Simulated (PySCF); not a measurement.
**[MoS4]2-: geometry, NMR shifts**

Wanted: the NMR shifts of [MoS4]2- (`[S]=[Mo-2](=[S])(=[S])=[S]`), by calculation.

Programs: PySCF 2.14.0, with density-fitted response routines of our own. Each step states its level of theory. These are calculated values for one molecule in the gas phase, unless marked as measured. Atoms are numbered from 0 throughout.

### 1 The starting structure

5 atoms, charge -2, multiplicity 1; geometry from: GFN2-xTB.

Bonds of the start (Å): Mo0–S1 2.19, Mo0–S2 2.19, Mo0–S3 2.19, Mo0–S4 2.19.

### 2 Optimising the geometry at PBE0-D3(BJ)/def2-SVP

The job: settings as JSON, then the geometry in Å.

```
{"job": {"xc": "PBE0", "basis": "def2-SVP", "d3": "d3bj", "grid": 1, "maxiter": 40, "kind": "geom"}, "charge": -2, "multiplicity": 1}
Mo    -0.000020     0.000120    -0.003420
S      0.010990    -0.017560     2.187960
S      2.064490     0.010250    -0.737690
S     -1.042110     1.794920    -0.709140
S     -1.033350    -1.787740    -0.737710
```

Output:

```text
step   0  E = -1660.11664918  max force = 0.002596
step   1  E = -1660.11668455  max force = 0.000864
step   2  E = -1660.11668602  max force = 0.000258
optimisation converged
```

Run time: 18 s. Hardware: 1 thread, shared host.

Along the way:

```tsv
step	energy from step 0 (eV)	largest force component (eV/Å)
0	0.0000	0.1335
1	-0.0010	0.0444
2	-0.0010	0.0133
```

Close pairs (by a distance rule), those that changed most:

```tsv
bond	before (Å)	after (Å)	change (Å)
Mo0–S1	2.191	2.198	+0.006
Mo0–S3	2.192	2.198	+0.006
Mo0–S4	2.192	2.197	+0.006
Mo0–S2	2.191	2.193	+0.002
```

The final coordinates are the input of the step that follows.

```tsv
at the end point	value
point group (found at 0.08 Å tolerance)	Td
rotational constants (GHz, main isotopes)	1.232, 1.230, 1.224
```

### 3 NMR shieldings: PBE0/def2-TZVP+pcSseg-1

The job: settings as JSON, then the geometry in Å.

```
{"job": {"kind": "nmr", "xc": "PBE0", "basis": {"default": "pcSseg-1", "Mo": "def2-TZVP"}}, "charge": -2, "multiplicity": 1}
Mo    -0.003234     0.000341     0.002828
S      0.004420    -0.021783     2.200466
S      2.064361     0.009727    -0.729457
S     -1.037250     1.800681    -0.718057
S     -1.028298    -1.788977    -0.755781
```

Method: GIAO PBE0/pcSseg-1 Mo:def2-TZVP NMR shielding, scalar relativity only through core potentials, gas phase.

Output:

```text
coarse grid: 33440 points
cycle   1  E = -1660.2309476045  dE = -6.265e+00  |g| = 1.067e+00  |ddm| = 4.517e+00
cycle   2  E = -1658.5636955979  dE =  1.667e+00  |g| = 2.452e+00  |ddm| = 4.910e+00
cycle   3  E = -1660.4373467811  dE = -1.874e+00  |g| = 8.029e-01  |ddm| = 3.850e+00
cycle   4  E = -1660.5609203842  dE = -1.236e-01  |g| = 2.452e-01  |ddm| = 3.947e-01
cycle   5  E = -1660.5754668167  dE = -1.455e-02  |g| = 3.739e-02  |ddm| = 2.035e-01
cycle   6  E = -1660.5757463963  dE = -2.796e-04  |g| = 9.651e-03  |ddm| = 3.635e-02
cycle   7  E = -1660.5757563737  dE = -9.977e-06  |g| = 6.701e-03  |ddm| = 1.534e-02
cycle   8  E = -1660.5757711711  dE = -1.480e-05  |g| = 1.362e-03  |ddm| = 8.409e-03
cycle   9  E = -1660.5757716907  dE = -5.196e-07  |g| = 2.269e-04  |ddm| = 1.296e-03
final grid: 61392 points
cycle  10  E = -1660.5758162106  dE =  1.142e-07  |g| = 8.368e-04  |ddm| = 1.007e-03
cycle  11  E = -1660.5758133265  dE =  2.884e-06  |g| = 3.648e-03  |ddm| = 3.033e-03
cycle  12  E = -1660.5758163709  dE = -3.044e-06  |g| = 7.986e-05  |ddm| = 2.461e-03
cycle  13  E = -1660.5758163725  dE = -1.615e-09  |g| = 3.767e-05  |ddm| = 1.344e-04
cycle  14  E = -1660.5758163730  dE = -4.620e-10  |g| = 5.870e-06  |ddm| = 4.710e-05
converged SCF energy = -1660.5758163730

GIAO shielding tensors (ppm)
atom      isotropic    diamagn.    paramagn.     s11        s22        s33       span
  0 Mo         nan         nan         nan        nan        nan        nan        nan
  1 S     -220.753    1060.578   -1281.331   -394.725   -393.252    125.719    520.444
  2 S     -221.637    1060.597   -1282.234   -396.228   -392.185    123.502    519.731
  3 S     -220.649    1060.574   -1281.223   -396.058   -391.094    125.207    521.265
  4 S     -220.708    1060.576   -1281.284   -394.938   -392.263    125.076    520.014
```

Run time: 12 s. Hardware: 1 thread, shared host.

Shifts follow as δ = σ(reference) − σ, with reference shieldings (ppm) from runs at the same level and on the same kind of geometry: 33S CS2 496. The references are single molecules in the gas phase. Atoms listed in one row are averaged.

```tsv
atoms	environment	σ (ppm)	δ (ppm)
S1, S2, S3, S4	sulfur bonded to Mo	-221	717
```

Atoms past Kr carry core potentials, so their printed shieldings have no meaning and are left out of the table.

Charges from the same density, by scheme (e):

```tsv
atoms	Mulliken	ESP fit
Mo0	0.46	0.57
S1, S2, S3, S4	-0.61	-0.64
```

Mayer bond orders: Mo0–S1 1.68, Mo0–S2 1.68, Mo0–S3 1.68, Mo0–S4 1.68.

With diffuse functions Mulliken charges and Mayer bond orders lose their meaning; the other schemes are steadier.

### 4 Nuclear shieldings: B3LYP/def2-TZVP+pcSseg-1

The job: settings as JSON, then the geometry in Å.

```
{"job": {"kind": "nmr", "xc": "B3LYP", "basis": {"default": "pcSseg-1", "Mo": "def2-TZVP"}, "pop": false}, "charge": -2, "multiplicity": 1}
Mo    -0.003234     0.000341     0.002828
S      0.004420    -0.021783     2.200466
S      2.064361     0.009727    -0.729457
S     -1.037250     1.800681    -0.718057
S     -1.028298    -1.788977    -0.755781
```

Method: GIAO B3LYP/pcSseg-1 Mo:def2-TZVP NMR shielding, scalar relativity only through core potentials, gas phase.

Output:

```text
coarse grid: 33440 points
cycle   1  E = -1660.8765627934  dE = -6.182e+00  |g| = 1.107e+00  |ddm| = 4.466e+00
cycle   2  E = -1658.9252937352  dE =  1.951e+00  |g| = 2.578e+00  |ddm| = 5.526e+00
cycle   3  E = -1661.0266240021  dE = -2.101e+00  |g| = 1.002e+00  |ddm| = 4.504e+00
cycle   4  E = -1661.2020972595  dE = -1.755e-01  |g| = 4.078e-01  |ddm| = 4.008e-01
cycle   5  E = -1661.2405055782  dE = -3.841e-02  |g| = 6.113e-02  |ddm| = 2.999e-01
cycle   6  E = -1661.2412344852  dE = -7.289e-04  |g| = 1.568e-02  |ddm| = 5.089e-02
cycle   7  E = -1661.2412554619  dE = -2.098e-05  |g| = 1.159e-02  |ddm| = 2.423e-02
cycle   8  E = -1661.2412984812  dE = -4.302e-05  |g| = 2.838e-03  |ddm| = 1.372e-02
cycle   9  E = -1661.2413004639  dE = -1.983e-06  |g| = 1.753e-04  |ddm| = 2.080e-03
final grid: 61392 points
cycle  10  E = -1661.2413378391  dE =  9.039e-09  |g| = 4.668e-04  |ddm| = 1.244e-03
cycle  11  E = -1661.2413368784  dE =  9.608e-07  |g| = 2.092e-03  |ddm| = 1.768e-03
cycle  12  E = -1661.2413378844  dE = -1.006e-06  |g| = 1.504e-04  |ddm| = 1.437e-03
cycle  13  E = -1661.2413378899  dE = -5.488e-09  |g| = 6.134e-05  |ddm| = 2.223e-04
cycle  14  E = -1661.2413378912  dE = -1.230e-09  |g| = 4.275e-06  |ddm| = 7.197e-05
cycle  15  E = -1661.2413378912  dE = -5.912e-12  |g| = 1.354e-06  |ddm| = 8.255e-06
converged SCF energy = -1661.2413378912

GIAO shielding tensors (ppm)
atom      isotropic    diamagn.    paramagn.     s11        s22        s33       span
  0 Mo         nan         nan         nan        nan        nan        nan        nan
  1 S     -250.084    1061.155   -1311.240   -415.963   -414.263     79.973    495.936
  2 S     -250.430    1061.174   -1311.604   -416.821   -412.636     78.167    494.988
  3 S     -249.893    1061.151   -1311.044   -417.316   -411.886     79.524    496.840
  4 S     -249.896    1061.154   -1311.049   -416.106   -413.024     79.444    495.550
```

It took 12 s on 1 thread, shared host.

In short: δ S1 735 ppm (means over like atoms).

### 5 Side by side: NMR shifts

Shifts (ppm), means over like atoms, with basis size and wall time:

```tsv
run	S1	functions	time
PBE0/def2-TZVP+pcSseg-1	717	136	12 s
B3LYP/def2-TZVP+pcSseg-1	735	136	12 s
```

### 6 Summary of results

| quantity | value |
| --- | --- |
| rotational constants (main isotopes) | 1.23, 1.23, 1.22 GHz |
| 33S shifts against CS2 (PBE0/def2-TZVP+pcSseg-1, means over atoms taken as alike) | 717 ppm |
| range of the shift of S1 | 717 to 735 ppm |

**Reading.** With PBE0/def2-SVP, its start was all but relaxed already: 2 steps gained 1.0 meV. The shift of S1 (with its like atoms) runs from 717 (PBE0/def2-TZVP+pcSseg-1) to 735 ppm (B3LYP/def2-TZVP+pcSseg-1). Spin-orbit coupling is left out, which matters for shieldings and couplings at and beside the heavy atoms. At PBE0/def2-TZVP+pcSseg-1 the HOMO lies above zero (+2.25 eV), as often for anions in the gas phase: self-interaction error lifts it, or the electron is held by the finite basis alone; counter-ions and solvent are missing.
